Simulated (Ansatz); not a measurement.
**Cl3HSiTe (SMILES Cl[Si](Cl)(Cl)[TeH]): a chain of runs**

Wanted: a single-point energy (HF/def2-SV(P)), then a single-point energy (CASCI(2,2)/def2-SV(P)), then energy and gradient (CASSCF(2,2)/def2-SV(P)), then a single-point energy (SC-NEVPT2(2,2)/def2-SV(P)), then a single-point energy (CCSD(T)/def2-SV(P)) of Cl3HSiTe. 

The calculation is run with Ansatz 0.2.0.

### 1 The system as given

Cl3HSiTe: 6 atoms, total charge 0, spin state singlet. SMILES: `Cl[Si](Cl)(Cl)[TeH]`. Geometry: relaxed at PBE0-D4/def2-TZVP.

Bond lengths: Cl1–Si2 2.036 Å, Si2–Cl3 2.037 Å, Si2–Cl4 2.036 Å, Si2–Te5 2.468 Å, Te5–H6 1.658 Å. Angles: Cl1–Si2–Cl3 109.0°, Cl1–Si2–Cl4 107.0°, Cl1–Si2–Te5 112.8°, Cl3–Si2–Cl4 109.0°, Cl3–Si2–Te5 106.2°, Cl4–Si2–Te5 112.8°, Si2–Te5–H6 90.2°.

### 2 A single-point energy at HF/def2-SV(P) (core potential) (run 1)

input.yaml reads:

```yaml
crystal:
  periodic: [false, false, false]
  atoms:
    - symbol: Cl
      position_ang: [-0.715400, -1.045700, 1.752700]
    - symbol: Si
      position_ang: [0.251100, -0.479700, 0.052400]
    - symbol: Cl
      position_ang: [2.191700, -1.088300, 0.159900]
    - symbol: Cl
      position_ang: [-0.657800, -1.437500, -1.497400]
    - symbol: Te
      position_ang: [0.315000, 1.970200, -0.241400]
    - symbol: H
      position_ang: [-1.342500, 2.016800, -0.272400]
basis:
  gaussian: {orbitals: def2-SV_P_.json}
hamiltonian: {xc: hf}
output: {orbitals: {seedname: orbitals}}
```

The basis set def2-SV(P) is read from a file made from the Basis Set Exchange's data (not shown).

Run with:

```
ansatz run input.yaml --threads 1 --pin off --max-ram 2610MiB --events-out events.jsonl --progress --plain --runs-dir runs
```

Standard output:

```text
Warning: RAYON_NUM_THREADS=1 ignored (pool sized by the plan → 1); use --threads N
Functional definition: HF
  name "HF"
  exchange = exact_x
  correlation = 0
1007 factors; integrals over basis functions are off by at most 8.8e-4 eV
mean field evaluation 1: about -52642.3644 eV, gradient 2.3e1 eV
mean field evaluation 2: about -52642.5060 eV, gradient 2.4e1 eV
mean field evaluation 4: about -52644.3648 eV, gradient 2.0e0 eV
mean field evaluation 8: about -52644.3949 eV, gradient 1.1e-1 eV
mean field -52644.39497879 eV, -1934.6458318180 hartree, gradient 8.1e-6 eV, S^2 0.000000; 0 other end points of the search recorded, 0 dependent functions left out
reference -52644.39497879 eV, -1934.6458318180 hartree; 45, 45 occupied and 55, 55 virtual orbitals, 1007 factors
Total energy: -52644.39497879 eV, -1934.6458318180 hartree
```

It took 1.9 s on 1 thread of Arm Neoverse V2, shared host; peak memory 0.21 GiB.

### 3 A single-point energy at CASCI(2,2)/def2-SV(P) (core potential) (run 2)

run.yaml reads:

```yaml
crystal:
  periodic: [false, false, false]
  atoms:
    - {symbol: Cl, position_ang: [-0.715400, -1.045700, 1.752700]}
    - {symbol: Si, position_ang: [0.251100, -0.479700, 0.052400]}
    - {symbol: Cl, position_ang: [2.191700, -1.088300, 0.159900]}
    - {symbol: Cl, position_ang: [-0.657800, -1.437500, -1.497400]}
    - {symbol: Te, position_ang: [0.315000, 1.970200, -0.241400]}
    - {symbol: H, position_ang: [-1.342500, 2.016800, -0.272400]}
basis:
  gaussian:
    orbitals: def2-SV_P_.json
correlation:
  active_space: {window: {electrons: 2, orbitals: 2}, fixed_orbitals: true}
```

The basis set def2-SV(P) is read from a file made from the Basis Set Exchange's data (not shown).

Run with:

```
ansatz run run.yaml --threads 1 --pin off --max-ram 2610MiB --events-out events.jsonl --progress --plain --runs-dir runs
```

Standard output:

```text
Warning: RAYON_NUM_THREADS=1 ignored (pool sized by the plan → 1); use --threads N
[... 4 set-up lines as earlier in the session ...]
1007 factors; integrals over basis functions are off by at most 8.8e-4 eV
mean field evaluation 1: about -52642.3644 eV, gradient 2.3e1 eV
mean field evaluation 2: about -52642.5060 eV, gradient 2.4e1 eV
mean field evaluation 4: about -52644.3648 eV, gradient 2.0e0 eV
mean field evaluation 8: about -52644.3949 eV, gradient 1.1e-1 eV
mean field -52644.39497879 eV, -1934.6458318180 hartree, gradient 3.7e-6 eV, S^2 0.000000; 0 other end points of the search recorded, 0 dependent functions left out
reference -52644.39497879 eV, -1934.6458318180 hartree; 45, 45 occupied and 55, 55 virtual orbitals, 1007 factors
state -52644.40065587 eV, -1934.6460404467 hartree
Total energy: -52644.40065587 eV, -1934.6460404467 hartree
```

Run time: 1.9 s. Hardware: 1 thread of Arm Neoverse V2, shared host; peak memory 0.2 GiB.

### 4 Energy and forces at CASSCF(2,2)/def2-SV(P) (core potential) (run 3)

input.yaml reads:

```yaml
crystal:
  periodic: [false, false, false]
  atoms:
    - {symbol: Cl, position_ang: [-0.715400, -1.045700, 1.752700]}
    - {symbol: Si, position_ang: [0.251100, -0.479700, 0.052400]}
    - {symbol: Cl, position_ang: [2.191700, -1.088300, 0.159900]}
    - {symbol: Cl, position_ang: [-0.657800, -1.437500, -1.497400]}
    - {symbol: Te, position_ang: [0.315000, 1.970200, -0.241400]}
    - {symbol: H, position_ang: [-1.342500, 2.016800, -0.272400]}
basis:
  gaussian:
    orbitals: def2-SV_P_.json
magnetization:
  spin_polarized: false
correlation:
  active_space:
    window: {electrons: 2, orbitals: 2}
output:
  forces: true
```

The basis set def2-SV(P) is read from a file made from the Basis Set Exchange's data (not shown).

Run with:

```
ansatz run input.yaml --threads 1 --pin off --max-ram 2610MiB --events-out events.jsonl --progress --plain --runs-dir runs
```

Standard output:

```text
Warning: RAYON_NUM_THREADS=1 ignored (pool sized by the plan → 1); use --threads N
[... 4 set-up lines as earlier in the session ...]
1007 factors; integrals over basis functions are off by at most 8.8e-4 eV
mean field evaluation 1: about -52642.3644 eV, gradient 2.3e1 eV
mean field evaluation 2: about -52642.5060 eV, gradient 2.4e1 eV
mean field evaluation 4: about -52644.3648 eV, gradient 2.0e0 eV
mean field evaluation 8: about -52644.3949 eV, gradient 1.1e-1 eV
mean field -52644.39497879 eV, -1934.6458318180 hartree, gradient 3.7e-6 eV, S^2 0.000000; 0 other end points of the search recorded, 0 dependent functions left out
reference -52644.39497879 eV, -1934.6458318180 hartree; 45, 45 occupied and 55, 55 virtual orbitals, 1007 factors
state -52644.88343138 eV, -1934.6637821196 hartree
2 active orbitals were swapped for others, from the solution at -52644.69691442 eV, -1934.6569277476 hartree to that at -52644.88343138 eV, -1934.6637821196 hartree; typed "places" are swapped only where nearly empty or full, and so, without "given_window_search", are "orbital_numbers", "shells" and a window whose orbitals a file names under [Active]
the calculation of the forces begins
Total energy: -52644.88343138 eV, -1934.6637821196 hartree
Atom 0 at    -0.715400    -1.045700     1.752700 Å, force    -0.171415    -0.088218     0.303216 eV/Å
Atom 1 at     0.251100    -0.479700     0.052400 Å, force     0.058675     0.097053    -0.010140 eV/Å
Atom 2 at     2.191700    -1.088300     0.159900 Å, force     0.362100    -0.154897     0.024977 eV/Å
Atom 3 at    -0.657800    -1.437500    -1.497400 Å, force    -0.161651    -0.158778    -0.279919 eV/Å
Atom 4 at     0.315000     1.970200    -0.241400 Å, force     0.512839     0.208402    -0.017026 eV/Å
Atom 5 at    -1.342500     2.016800    -0.272400 Å, force    -0.600547     0.096438    -0.021108 eV/Å
Dipole moment:    -0.084947     0.257627    -0.032376 e Å
```

Run time: 23 s. Hardware: 1 thread of Arm Neoverse V2, shared host; peak memory 0.32 GiB.

### 5 A single-point energy at SC-NEVPT2(2,2)/def2-SV(P) (core potential) (run 4)

job.yaml reads:

```yaml
crystal:
  periodic: [false, false, false]
  atoms:
    - symbol: Cl
      position_ang: [-0.715400, -1.045700, 1.752700]
    - symbol: Si
      position_ang: [0.251100, -0.479700, 0.052400]
    - symbol: Cl
      position_ang: [2.191700, -1.088300, 0.159900]
    - symbol: Cl
      position_ang: [-0.657800, -1.437500, -1.497400]
    - symbol: Te
      position_ang: [0.315000, 1.970200, -0.241400]
    - symbol: H
      position_ang: [-1.342500, 2.016800, -0.272400]
basis:
  gaussian: {orbitals: def2-SV_P_.json}
correlation:
  method: sc_nevpt2
  active_space: {window: {electrons: 2, orbitals: 2}}
```

The basis set def2-SV(P) is read from a file made from the Basis Set Exchange's data (not shown).

Run with:

```
ansatz run job.yaml --threads 1 --pin off --max-ram 2610MiB --events-out events.jsonl --progress --plain --runs-dir runs
```

Standard output:

```text
Warning: RAYON_NUM_THREADS=1 ignored (pool sized by the plan → 1); use --threads N
[... 4 set-up lines as earlier in the session ...]
1007 factors; integrals over basis functions are off by at most 8.8e-4 eV
mean field evaluation 1: about -52642.3644 eV, gradient 2.3e1 eV
mean field evaluation 2: about -52642.5060 eV, gradient 2.4e1 eV
mean field evaluation 4: about -52644.3648 eV, gradient 2.0e0 eV
mean field evaluation 8: about -52644.3949 eV, gradient 1.1e-1 eV
mean field -52644.39497879 eV, -1934.6458318180 hartree, gradient 3.7e-6 eV, S^2 0.000000; 0 other end points of the search recorded, 0 dependent functions left out
reference -52644.39497879 eV, -1934.6458318180 hartree; 45, 45 occupied and 55, 55 virtual orbitals, 1007 factors
state -52644.88332520 eV, -1934.6637782177 hartree
state -52644.88332520 eV, -1934.6637782177 hartree; corrected -52660.72976787 eV, -1935.2461242445 hartree
state -52644.69670067 eV, -1934.6569198926 hartree
state -52644.69670067 eV, -1934.6569198926 hartree; corrected -52660.62487244 eV, -1935.2422694088 hartree
state -52644.88332520 eV, -1934.6637782177 hartree; corrected -52660.72976787 eV, -1935.2461242445 hartree
state -52644.57655279 eV, -1934.6525045395 hartree
state -52644.57655279 eV, -1934.6525045395 hartree; corrected -52660.61853270 eV, -1935.2420364276 hartree
state -52644.88332520 eV, -1934.6637782177 hartree; corrected -52660.72976787 eV, -1935.2461242445 hartree
2 active orbitals were swapped for others, from the solution at -52644.69668856 eV, -1934.6569194476 hartree to that at -52644.88331552 eV, -1934.6637778619 hartree; typed "places" are swapped only where nearly empty or full, and so, without "given_window_search", are "orbital_numbers", "shells" and a window whose orbitals a file names under [Active]
Total energy: -52660.72976787 eV, -1935.2461242445 hartree
```

Run time: 28 s. Hardware: 1 thread of Arm Neoverse V2, shared host; peak memory 0.3 GiB.

### 6 A single-point energy at CCSD(T)/def2-SV(P) (core potential) (run 11)

molecule.yaml reads:

```yaml
crystal:
  periodic: [false, false, false]
  atoms:
    - {symbol: Cl, position_ang: [-0.715400, -1.045700, 1.752700]}
    - {symbol: Si, position_ang: [0.251100, -0.479700, 0.052400]}
    - {symbol: Cl, position_ang: [2.191700, -1.088300, 0.159900]}
    - {symbol: Cl, position_ang: [-0.657800, -1.437500, -1.497400]}
    - {symbol: Te, position_ang: [0.315000, 1.970200, -0.241400]}
    - {symbol: H, position_ang: [-1.342500, 2.016800, -0.272400]}
basis:
  gaussian:
    orbitals: def2-SV_P_.json
correlation:
  method: ccsd_t
```

The basis set def2-SV(P) is read from a file made from the Basis Set Exchange's data (not shown).

Run with:

```
ansatz run molecule.yaml --threads 1 --pin off --max-ram 2610MiB --events-out events.jsonl --progress --plain --runs-dir runs
```

Standard output:

```text
Warning: RAYON_NUM_THREADS=1 ignored (pool sized by the plan → 1); use --threads N
[... 4 set-up lines as earlier in the session ...]
1007 factors; integrals over basis functions are off by at most 8.8e-4 eV
mean field evaluation 1: about -52642.3644 eV, gradient 2.3e1 eV
mean field evaluation 2: about -52642.5060 eV, gradient 2.4e1 eV
mean field evaluation 4: about -52644.3648 eV, gradient 2.0e0 eV
mean field evaluation 8: about -52644.3949 eV, gradient 1.1e-1 eV
mean field evaluation 16: about -52643.6189 eV, gradient 1.4e1 eV
mean field -52644.39497879 eV, -1934.6458318180 hartree, gradient 3.7e-6 eV, S^2 0.000000; 0 other end points of the search recorded, 0 dependent functions left out
24 core orbitals not correlated: weight in the atoms' cores, before any rotation towards them, 1.000 or more for the frozen orbitals, at most 0.000 for the correlated occupied ones
reference -52644.39497879 eV, -1934.6458318180 hartree; 21, 21 occupied and 55, 55 virtual orbitals, 1007 factors
second order -16.27119121 eV of doubles, -0.00000000 eV of singles
cycle   1  -17.17035190 eV  change   -9.0e-1 eV  update   9.1e-2
cycle   2  -17.53998592 eV  change   -3.7e-1 eV  update   2.6e-2
cycle   3  -17.60578571 eV  change   -6.6e-2 eV  update   1.2e-2
cycle   4  -17.60305661 eV  change    2.7e-3 eV  update   2.8e-3
cycle   5  -17.60195819 eV  change    1.1e-3 eV  update   8.9e-4
cycle   6  -17.60168373 eV  change    2.7e-4 eV  update   2.8e-4
cycle   7  -17.60165232 eV  change    3.1e-5 eV  update   9.3e-5
cycle   8  -17.60169127 eV  change   -3.9e-5 eV  update   2.9e-5
perturbative correction -0.44571394 eV, -0.0163796850 hartree
Total energy: -52662.44238400 eV, -1935.3090617265 hartree
```

Wall time 15 s (1 thread of Arm Neoverse V2, shared host); peak memory 0.35 GiB.

### 7 Outcome

```
                                                                quantity           value
                                      run 1, HF/def2-SV(P): total energy  -1934.64583 Eh
                                       run 1, HF/def2-SV(P): HOMO energy        -9.34 eV
                                       run 1, HF/def2-SV(P): LUMO energy         1.98 eV
                                     run 1, HF/def2-SV(P): HOMO–LUMO gap        11.33 eV
                              run 2, CASCI(2,2)/def2-SV(P): total energy  -1934.64604 Eh
                             run 3, CASSCF(2,2)/def2-SV(P): total energy  -1934.66378 Eh
       run 3, CASSCF(2,2)/def2-SV(P): dipole moment (correlated density)          1.31 D
                 run 3, CASSCF(2,2)/def2-SV(P): largest force on an atom      0.609 eV/Å
                          run 4, SC-NEVPT2(2,2)/def2-SV(P): total energy  -1935.24612 Eh
                                run 11, CCSD(T)/def2-SV(P): total energy  -1935.30906 Eh
run 11, CCSD(T)/def2-SV(P): correlation energy (24 core orbitals frozen)      -663.2 mEh
                              run 11, CCSD(T)/def2-SV(P): (T) correction      -16.38 mEh
                               run 11, CCSD(T)/def2-SV(P): T1 diagnostic           0.009
```

Mulliken charges (run 3, CASSCF(2,2)/def2-SV(P)) run from -0.30 on Cl3 to +0.98 on Si2; they depend strongly on the basis. The largest force (run 3, CASSCF(2,2)/def2-SV(P)) is 0.61 eV/Å: the shape isn't a stationary point for this species at this level. The triples (run 11, CCSD(T)/def2-SV(P)) make up 2.5 % of the correlation energy.
